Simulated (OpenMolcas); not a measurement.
# CH7BSi2 (SMILES CB1[SiH2][SiH2]1): a chain of runs

We compute a series of 9 runs (UHF/6-31G*, CASSCF(2,2)/6-31G*, CASPT2(2,2)/6-31G*, CASPT2[IPEA 0](2,2)/6-31G*, SC-NEVPT2(2,2)/6-31G*, PC-NEVPT2(2,2)/6-31G*, MC-PDFT[tPBE](2,2)/6-31G*, MC-PDFT[ftPBE](2,2)/6-31G*, and more) of CH7BSi2. 

The calculation is run with OpenMolcas 26.06.

## 1. The structure to begin with

The species is CH7BSi2 (11 atoms), meant as a singlet with charge 0. As SMILES, `CB1[SiH2][SiH2]1`. The Si3–H9 distance was set to 2.680 Å, away from the relaxed value. At this shape a bond of the SMILES string is far longer than usual.

Bond lengths: C1–B2 1.566 Å, B2–Si3 1.907 Å, B2–Si4 1.907 Å, C1–H5 1.092 Å, C1–H6 1.099 Å, C1–H7 1.092 Å, Si3–H8 1.482 Å, Si4–H10 1.489 Å, Si4–H11 1.482 Å. Some angles: C1–B2–Si3 130.2°, C1–B2–Si4 130.2°, Si3–B2–Si4 83.2°, B2–C1–H5 114.1°, B2–C1–H6 106.3°, B2–C1–H7 114.1°, B2–Si3–H8 124.3°, B2–Si4–H10 124.9°, B2–Si4–H11 124.3°, H5–C1–H6 106.2°. A long bond or contact: Si3–Si4 2.531 Å.

## 2. The energy at UHF/6-31G(d) (spherical functions) (run 1)

The input, geom.xyz:

```xyz
11

C     -0.950368     1.654942    -0.864084
B     -1.137068     0.104442    -0.980184
Si    -0.667668    -1.287158     0.235816
Si    -0.476168    -1.121458    -2.282384
H     -0.520868     1.983242     0.085216
H     -1.957768     2.090542    -0.912484
H     -0.385468     2.099442    -1.686584
H     -1.165668    -2.679858     0.143416
H      0.876900    -0.975400     2.403900
H      0.552532    -0.801358    -3.310184
H     -0.967668    -2.509758    -2.447784
```

The input, step1.inp:

```
* CH7BSi2 Hartree-Fock

&gateway
 baslib
 $CurrDir
 coord
 geom.xyz
 basis
 6-31Gs
 group
 NoSym

&seward

&scf
 uhf
 scramble
 0.25
 prorbitals
 1 2
```

The basis set 6-31G* is read from a file made from the Basis Set Exchange's data (not shown).

Started as:

```
export MOLCAS_MEM=1860
pymolcas step1.inp > step1.log
```

The log of the run:

```text
--- Start Module: gateway ---
[...]
--- Stop Module: gateway /rc=_RC_ALL_IS_WELL_ ---
--- Start Module: seward ---
[...]
      Basis functions           78
--- Stop Module: seward /rc=_RC_ALL_IS_WELL_ ---
[...]
--- Start Module: scf ---
[...]
       Convergence after  33 Iterations
[...]
::    Total SCF energy                               -644.2595092963
[...]
      Total spin, S                                     0.5369436189
[...]
      Total electronic charge=   46.000000
      Total            charge=   -0.000000
[...]
      Dipole Moment (debye):
      Origin of the operator (angstrom)=   -0.6919   -0.5484   -0.9787
                   X= -2.7668E-01               Y=  1.6219E-01               Z= -5.4720E-01           Total=  6.3426E-01
      Quadrupole Moment (debye*angstrom):
[...]
--- Stop Module: scf /rc=_RC_ALL_IS_WELL_ ---
[...]
```

Run time: 12 s. Hardware: 1 thread of Intel Xeon Platinum 8259CL at 2.50GHz (Skylake/Cascade Lake), shared host; peak memory 0.44 GiB.

## 3. The energy at CASSCF(2,2)/6-31G(d) (spherical functions) (run 2)

geom.xyz is that of step 2.

The input, step2.input:

```
* CH7BSi2 CASSCF

&GATEWAY
 BasLib=$CurrDir
 Coord=geom.xyz
 Basis=6-31Gs
 Group=NoSym

&SEWARD

&RASSCF
 FileOrb=$CurrDir/step1.UnaOrb
 Spin=1
 Nactel=2 0 0
 Inactive=22
 Ras2=2
 OrbListing=Few
 OrbAppear=Compact
```

The basis set 6-31G* is read from a file made from the Basis Set Exchange's data (not shown).

Started as:

```
export MOLCAS_MEM=1860
pymolcas step2.input > step2.log
```

The log of the run:

```text
--- Start Module: gateway ---
[...]
--- Stop Module: gateway /rc=_RC_ALL_IS_WELL_ ---
--- Start Module: seward ---
[...]
      Basis functions           78
--- Stop Module: seward /rc=_RC_ALL_IS_WELL_ ---
[...]
--- Start Module: rasscf ---
[...]
      Number of active orbitals                  2
[...]
      Spin quantum number                      0.0
[...]
      Active orbitals                            2
[...]
      Number of CSFs                             3
[...]
      Number of root(s) required                 1
[...]
      Convergence after 17 iterations
[...]
      printout of CI-coefficients larger than  0.05 for root  1
      energy=    -644.277450
      conf/sym  11     Coeff  Weight
             1  20  -0.92849 0.86210
             3  02   0.37135 0.13790
      Natural orbitals and occupation numbers for root  1
      sym 1:   1.724193   0.275807
      ************************************************************************************************************************
      *                                                    Final results                                                     *
[...]
::    RASSCF root number  1 Total energy:   -644.27744973
[...]
      Total electronic charge=   46.000000
      Total            charge=   -0.000000
[...]
      Dipole Moment (debye):
      Origin of the operator (angstrom)=   -0.6919   -0.5484   -0.9787
                   X= -4.9849E-01               Y=  1.7897E-01               Z= -9.9967E-01           Total=  1.1313E+00
      Quadrupole Moment (debye*angstrom):
[...]
--- Stop Module: rasscf /rc=_RC_ALL_IS_WELL_ ---
[...]
```

Run time: 9.9 s. Hardware: 1 thread of Intel Xeon Platinum 8259CL at 2.50GHz (Skylake/Cascade Lake), shared host; peak memory 0.44 GiB.

Runs 3 to 8 aren't shown in full; the table further down has their settings and results.

## 4. The energy at MRCI(2,2)/6-31G(d) (spherical functions) (run 9)

geom.xyz is that of step 3.

The input, step9.inp:

```
* CH7BSi2 MRCI
&GATEWAY
BasLib
$CurrDir
Coord
geom.xyz
Basis
6-31Gs
Group
NoSym
&SEWARD
&RASSCF
FileOrb
$CurrDir/step2.RasOrb
Spin
1
Nactel
2 0 0
Inactive
22
Ras2
2
OrbListing
Few
OrbAppear
Compact
&MOTRA
LumOrb
Frozen
12
&GUGA
Electrons
22
Spin
1
Inactive
10
Active
2
CIAll
1
&MRCI
SDCI
```

The basis set 6-31G* is read from a file made from the Basis Set Exchange's data (not shown).

Started as:

```
export MOLCAS_MEM=1860
pymolcas step9.inp > step9.log
```

The log of the run:

```text
--- Start Module: gateway ---
[...]
--- Stop Module: gateway /rc=_RC_ALL_IS_WELL_ ---
[...]
      Basis functions           78
[...]
      Number of active orbitals                  2
[...]
      Spin quantum number                      0.0
[...]
      Active orbitals                            2
[...]
      Number of CSFs                             3
[...]
      Number of root(s) required                 1
[...]
      Convergence after  4 iterations
[...]
      printout of CI-coefficients larger than  0.05 for root  1
      energy=    -644.277450
      conf/sym  11     Coeff  Weight
             1  20  -0.92849 0.86210
             3  02   0.37135 0.13790
      Natural orbitals and occupation numbers for root  1
      sym 1:   1.724193   0.275807
      ************************************************************************************************************************
      *                                                    Final results                                                     *
[...]
::    RASSCF root number  1 Total energy:   -644.27744973
[...]
      Dipole Moment (debye):
      Origin of the operator (angstrom)=   -0.6919   -0.5484   -0.9787
                   X= -4.9842E-01               Y=  1.7891E-01               Z= -9.9958E-01           Total=  1.1312E+00
      Quadrupole Moment (debye*angstrom):
[...]
--- Start Module: guga ---
[...]
--- Stop Module: guga /rc=_RC_ALL_IS_WELL_ ---
[...]
       (But an ACPF correction will be computed)
       USE THE DEFAULT ACPF G-VALUE GFAC=   9.0909090909090912E-002
[...]
                      CI ENERGY:  -644.63708823
[...]
                ACPF CORRECTION:    -0.05399652
[...]
      Total electronic charge=   46.000000
      Total            charge=    0.000000
[...]
     ACPF CORRECTION:     -0.05399652
[...]
  CI State   1     Total energy:   -644.63708823     QDav:     -0.06030155     QACPF:     -0.05399652
[...]
```

Run time: 31 s. Hardware: 1 thread of Intel Xeon Platinum 8259CL at 2.50GHz (Skylake/Cascade Lake), shared host; peak memory 0.44 GiB.

## 5. Overview of the runs

| run | level | scramble | active rule | energy (Eh) | dipole moment (D) of the reference | wall time |
| --- | --- | --- | --- | --- | --- | --- |
| 1 | UHF/6-31G* (spherical functions) | 0.25 | – | -644.259509 | 0.63 | 12 s |
| 2 | CASSCF(2,2)/6-31G* (spherical functions) | – | uhf natural orbitals | -644.277450 | 1.13 | 9.9 s |
| 3 | CASPT2(2,2)/6-31G* (spherical functions) | – | uhf natural orbitals | -644.645933 | 1.13 | 7.8 s |
| 4 | CASPT2[IPEA 0](2,2)/6-31G* (spherical functions) | – | uhf natural orbitals | -644.647724 | 1.13 | 7.8 s |
| 5 | SC-NEVPT2(2,2)/6-31G* (spherical functions) | – | uhf natural orbitals | -644.643667 | 1.13 | 9.3 s |
| 6 | PC-NEVPT2(2,2)/6-31G* (spherical functions) | – | uhf natural orbitals | -644.643727 | 1.13 | 7.5 s |
| 7 | MC-PDFT[tPBE](2,2)/6-31G* (spherical functions) | – | uhf natural orbitals | -645.499735 | 1.13 | 9.3 s |
| 8 | MC-PDFT[ftPBE](2,2)/6-31G* (spherical functions) | – | uhf natural orbitals | -645.668229 | 1.13 | 8.4 s |
| 9 | MRCI(2,2)/6-31G* (spherical functions) | – | uhf natural orbitals | -644.637088 | 1.13 | 31 s |

## 6. Results

```
                                               quantity          value
                  run 9, MRCI(2,2)/6-31G*: total energy  -644.63709 Eh
run 9, MRCI(2,2)/6-31G*: dipole moment (CASSCF density)         1.13 D
```

**Reading.** Below the UHF energy at the same shape and in the same basis (6-31G*): CASSCF(2,2) -17.9 mEh; CASPT2(2,2) -386.4 mEh; CASPT2[IPEA 0](2,2) -388.2 mEh; SC-NEVPT2(2,2) -384.2 mEh; PC-NEVPT2(2,2) -384.2 mEh; MRCI(2,2) -377.6 mEh. Active-space methods hold only the correlation inside their space unless a perturbation or CI step follows. Spin contamination of the reference: run 1 ⟨S²⟩ = 0.83. Where it is this large, the reference is a mixture of spin states, and values that rest on it are in doubt. All runs together took 1.7 min, the longest 31 s.
